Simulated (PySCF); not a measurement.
**CH4FPSi (SMILES [H]/P=C(\F)[SiH3]): a chain of runs**

Aim: a geometry optimisation (PW6B95/ANO-RCC-VDZ), then the energy (DF-CCSD(T)/jun-cc-pV(D+d)Z), then the excited states (TD-SVWN5/6-311G**) of CH4FPSi. Input form: a Python script.

The calculation is run with PySCF 2.14.0.

1 further run of the same task is left out (for a faulty analytic Hessian).

### Step 1. The structure to begin with

CH4FPSi has 8 atoms, charge 0, and is taken as a singlet. SMILES: `[H]/P=C(\F)[SiH3]`. All atoms were displaced at random from a relaxed shape. The run starts from this shape.

Bond lengths: F1–C2 1.408 Å, C2–Si3 1.984 Å, C2–P4 1.709 Å, Si3–H5 1.438 Å, Si3–H6 1.567 Å, Si3–H7 1.479 Å, P4–H8 1.434 Å. Angles: F1–C2–Si3 116.4°, F1–C2–P4 114.1°, Si3–C2–P4 129.5°, C2–Si3–H5 105.8°, C2–Si3–H6 105.1°, C2–Si3–H7 101.8°, C2–P4–H8 95.5°, H5–Si3–H6 114.6°, H5–Si3–H7 118.8°, H6–Si3–H7 108.9°.

### Step 2. A structure relaxation at PW6B95/ANO-RCC-VDZ (sfX2C, density fitting with def2-universal-jkfit) (run 1)

input.py

```python
from pyscf import gto, dft
from pyscf.geomopt.geometric_solver import kernel as optimise

mol = gto.Mole()
mol.atom = [
    ('F', (-0.587064, -0.643368, 1.611888)),
    ('C', (-0.227527, -0.571318, 0.252876)),
    ('Si', (0.398611, 1.193603, -0.401576)),
    ('P', (-0.364937, -2.054369, -0.585420)),
    ('H', (-0.529626, 1.582153, -1.428817)),
    ('H', (0.399555, 2.120676, 0.861619)),
    ('H', (1.797258, 0.897002, -0.780012)),
    ('H', (-0.808284, -2.812487, 0.548571)),
]
mol.max_memory = 1860
mol.charge = 0
mol.basis = 'ano-rcc-vdz'
mol.spin = 0
mol.verbose = 3
mol.build()

mf = dft.RKS(mol, xc='pw6b95')
mf = mf.x2c()
mf = mf.density_fit(auxbasis='def2-universal-jkfit')
converged, mol_eq = optimise(mf, maxsteps=100, convergence_set='GAU_TIGHT')
print('converged:', converged)
print(mol_eq.tostring())

mf.reset(mol_eq)
mol = mol_eq
mf.kernel()
e_final = mf.e_tot
print(f'total energy: {e_final:.8f} hartree')
```

Started as:

```
$ OMP_NUM_THREADS=1 python input.py
```

Standard output:

```text
convergence_set           GAU_TIGHT
[... 71 lines left out ...]
Step    0 : Gradient = 2.405e-02/5.420e-02 (rms/max) Energy = -773.3611249196
[... 136 lines left out ...]
converged SCF energy = -773.370199753805
[... 147 lines left out ...]
converged SCF energy = -773.370524038543
[... 146 lines left out ...]
converged SCF energy = -773.372401176375
[... 147 lines left out ...]
converged SCF energy = -773.372401501793
[... 146 lines left out ...]
converged SCF energy = -773.372401562522
[... 148 lines left out ...]
converged SCF energy = -773.372401687277
[... 147 lines left out ...]
converged SCF energy = -773.372401963626
[... 137 lines left out ...]
Converged! =D
[... 1 line left out ...]
converged: True
F          -1.31170620       -0.50789849        1.09120103
C          -0.23664694       -0.62575919        0.18820505
Si          0.43177521        1.06750211       -0.36006839
[... 4 lines of this table left out ...]
H          -0.61356167       -2.92793607        0.48516899
converged SCF energy = -773.372402049225
total energy: -773.37240205 hartree
```

Run time: 7.1 min. Hardware: 1 thread of Intel Xeon Platinum 8488C (Sapphire Rapids), shared host; peak memory 0.57 GiB.

Step by step:

```tsv
step	energy from the first frame kept (eV)	largest force (eV/Å)
0	0.0000	2.7873
3	-0.2460	0.1403
6	-0.2469	0.0078
9	-0.2471	0.0745
12	-0.2507	0.0514
15	-0.2648	0.4793
18	-0.3053	0.1055
21	-0.3068	0.0086
24	-0.3068	0.0057
27	-0.3068	0.0040
30	-0.3069	0.0013
33	-0.3069	0.0014
36	-0.3069	0.0014
39	-0.3069	0.0037
42	-0.3069	0.0016
45	-0.3069	0.0022
48	-0.3069	0.0073
51	-0.3069	0.0017
54	-0.3069	0.0020
55	-0.3069	0.0019
```

After the run. Bond lengths: F1–C2 1.409 Å, C2–Si3 1.901 Å, C2–P4 1.710 Å, Si3–H5 1.490 Å, Si3–H6 1.490 Å, Si3–H7 1.486 Å, P4–H8 1.454 Å. Angles: F1–C2–Si3 112.2°, F1–C2–P4 121.0°, Si3–C2–P4 126.8°, C2–Si3–H5 108.8°, C2–Si3–H6 108.8°, C2–Si3–H7 107.4°, C2–P4–H8 95.7°, H5–Si3–H6 109.8°, H5–Si3–H7 111.0°, H6–Si3–H7 111.0°.

### Step 3. A single-point energy at DF-CCSD(T)/jun-cc-pV(D+d)Z (density fitting with aug-cc-pvtz-jkfit) (run 3)

start.xyz

```xyz
8
CH4FPSi
F     -1.311706    -0.507898     1.091201
C     -0.236647    -0.625759     0.188205
Si     0.431775     1.067502    -0.360068
P      0.335273    -2.160063    -0.304079
H     -0.666074     1.824063    -1.024584
H      0.900611     1.810707     0.842828
H      1.553467     0.818768    -1.303042
H     -0.613562    -2.927936     0.485169
```

run.py

```python
from pyscf import gto, cc

system = gto.M(
    atom='start.xyz',
    spin=0,
    verbose=4,
    basis='jun-cc-pv(d+d)z',
    max_memory=1860,
)

mf = system.RHF()
mf = mf.density_fit(auxbasis='aug-cc-pvtz-jkfit')
mf.kernel()

mycc = cc.CCSD(mf, frozen=12).density_fit()
mycc.kernel()
e_t = mycc.ccsd_t()
energy = mycc.e_tot + e_t
print('Final energy', energy)
```

Started as:

```
$ OMP_NUM_THREADS=1 python run.py
```

Standard output:

```text
PySCF version 2.14.0

[... 65 lines left out ...]
converged SCF energy = -769.26646587609
[... 38 lines left out ...]
WARN: Even tempered Gaussians are generated as DF auxbasis for  P F C Si H
[... 1 line left out ...]
Init t2, MP2 energy = -769.81600665478  E_corr(MP2) -0.549540778689965
[... 11 lines left out ...]
RCCSD converged
[... 2 lines left out ...]
Final energy -769.8836942161147
```

Run time: 90 s. Hardware: 1 thread of Intel Xeon Platinum 8488C (Sapphire Rapids), shared host; peak memory 0.6 GiB.

### Step 4. The vertical excitations at TD-SVWN5/6-311G(d,p) (sfX2C, density fitting with aug-cc-pvtz-jkfit, COSMO toluene, spin of roots triplet) (run 4)

geometry.xyz

```xyz
8
CH4FPSi
F     -1.311706    -0.507898     1.091201
C     -0.236647    -0.625759     0.188205
Si     0.431775     1.067502    -0.360068
P      0.335273    -2.160063    -0.304079
H     -0.666074     1.824063    -1.024584
H      0.900611     1.810707     0.842828
H      1.553467     0.818768    -1.303042
H     -0.613562    -2.927936     0.485169
```

input.py

```python
# FC([SiH3])=P
from pyscf import gto, dft, tdscf, solvent

mol = gto.M(
    atom='geometry.xyz',
    basis='6-311g**',
    spin=0,
    verbose=4,
    max_memory=1860,
)

mf = dft.RKS(mol, xc='svwn')
mf = mf.x2c()
mf = mf.density_fit(auxbasis='aug-cc-pvtz-jkfit')
mf = mf.PCM()
mf.with_solvent.method = 'COSMO'
mf.with_solvent.eps = 2.3741  # toluene
mf.kernel()

e_final = mf.e_tot
print('Final energy', e_final)

td = mf.TDDFT()
td.nstates = 4
td.singlet = False
td.kernel()
td.analyze()
roots = td.e * 27.211386
```

Started as:

```
$ OMP_NUM_THREADS=1 python input.py
```

Standard output:

```text
PySCF version 2.14.0

[... 67 lines left out ...]
Solvent Energy = -0.00019076148833732
[... 7 lines left out ...]
Solvent Energy = -0.00409843534371504
[... 7 lines left out ...]
Solvent Energy = -0.00111971339647343
[... 7 lines left out ...]
Solvent Energy = -0.00103612322353692
[... 7 lines left out ...]
Solvent Energy = -0.00105797966799551
[... 7 lines left out ...]
Solvent Energy = -0.0010582447804186
[... 5 lines left out ...]
converged SCF energy = -769.167974445732
[... 14 lines left out ...]
WARN: PCM is an experimental feature. It is still in testing.
[... 15 lines left out ...]
** Transition electric dipole moments (AU) **
state          X           Y           Z        Dip. S.      Osc.
  1         0.0000      0.0000      0.0000      0.0000      0.0000
  2         0.0000      0.0000      0.0000      0.0000      0.0000
  3         0.0000      0.0000      0.0000      0.0000      0.0000
  4         0.0000      0.0000      0.0000      0.0000      0.0000

** Transition velocity dipole moments (imaginary part, AU) **
state          X           Y           Z        Dip. S.      Osc.
  1        -0.0000     -0.0000     -0.0000      0.0000      0.0000
  2        -0.0000     -0.0000     -0.0000      0.0000      0.0000
  3        -0.0000     -0.0000     -0.0000      0.0000      0.0000
  4        -0.0000     -0.0000     -0.0000      0.0000      0.0000

** Transition magnetic dipole moments (imaginary part, AU) **
state          X           Y           Z
  1        -0.0000     -0.0000     -0.0000
  2        -0.0000     -0.0000     -0.0000
  3        -0.0000     -0.0000     -0.0000
  4        -0.0000     -0.0000     -0.0000
```

It took 41 s on 1 thread of Intel Xeon Platinum 8488C (Sapphire Rapids), shared host; peak memory 0.43 GiB.

The roots found:

```tsv
excited state	energy (eV)
1	2.812
2	3.929
3	4.760
4	5.489
```

### Step 5. Summary of results

```
                                                                       quantity          value
                             run 1, PW6B95/ANO-RCC-VDZ: total energy at the end  -773.37240 Eh
                                       run 1, PW6B95/ANO-RCC-VDZ: dipole moment         1.18 D
                                         run 1, PW6B95/ANO-RCC-VDZ: HOMO energy       -7.86 eV
                                         run 1, PW6B95/ANO-RCC-VDZ: LUMO energy       -2.21 eV
                                       run 1, PW6B95/ANO-RCC-VDZ: HOMO–LUMO gap        5.66 eV
                                run 3, DF-CCSD(T)/jun-cc-pV(D+d)Z: total energy  -769.88369 Eh
        run 3, DF-CCSD(T)/jun-cc-pV(D+d)Z: dipole moment (Hartree–Fock density)         1.15 D
         run 3, DF-CCSD(T)/jun-cc-pV(D+d)Z: HOMO energy (Hartree–Fock orbitals)       -9.84 eV
         run 3, DF-CCSD(T)/jun-cc-pV(D+d)Z: LUMO energy (Hartree–Fock orbitals)        0.86 eV
       run 3, DF-CCSD(T)/jun-cc-pV(D+d)Z: HOMO–LUMO gap (Hartree–Fock orbitals)       10.70 eV
run 3, DF-CCSD(T)/jun-cc-pV(D+d)Z: correlation energy (12 core orbitals frozen)     -617.2 mEh
                              run 3, DF-CCSD(T)/jun-cc-pV(D+d)Z: (T) correction     -21.30 mEh
                               run 3, DF-CCSD(T)/jun-cc-pV(D+d)Z: T1 diagnostic          0.016
                    run 4, TD-SVWN5/6-311G**: ground-state or mean-field energy  -769.16797 Eh
              run 4, TD-SVWN5/6-311G**: dipole moment (SVWN5 Kohn–Sham density)         0.77 D
               run 4, TD-SVWN5/6-311G**: HOMO energy (SVWN5 Kohn–Sham orbitals)       -6.59 eV
               run 4, TD-SVWN5/6-311G**: LUMO energy (SVWN5 Kohn–Sham orbitals)       -3.09 eV
             run 4, TD-SVWN5/6-311G**: HOMO–LUMO gap (SVWN5 Kohn–Sham orbitals)        3.50 eV
                           run 4, TD-SVWN5/6-311G**: solvent term in the energy    -2.8 kJ/mol
                     run 4, TD-SVWN5/6-311G**: lowest triplet excitation energy        2.81 eV
```

The optimisation (run 1, PW6B95/ANO-RCC-VDZ) took 55 steps and changed the energy by -0.307 eV. Mulliken charges (run 1, PW6B95/ANO-RCC-VDZ) run from -0.41 on C2 to +0.81 on Si3. The triples (run 3, DF-CCSD(T)/jun-cc-pV(D+d)Z) make up 3.5 % of the correlation energy.
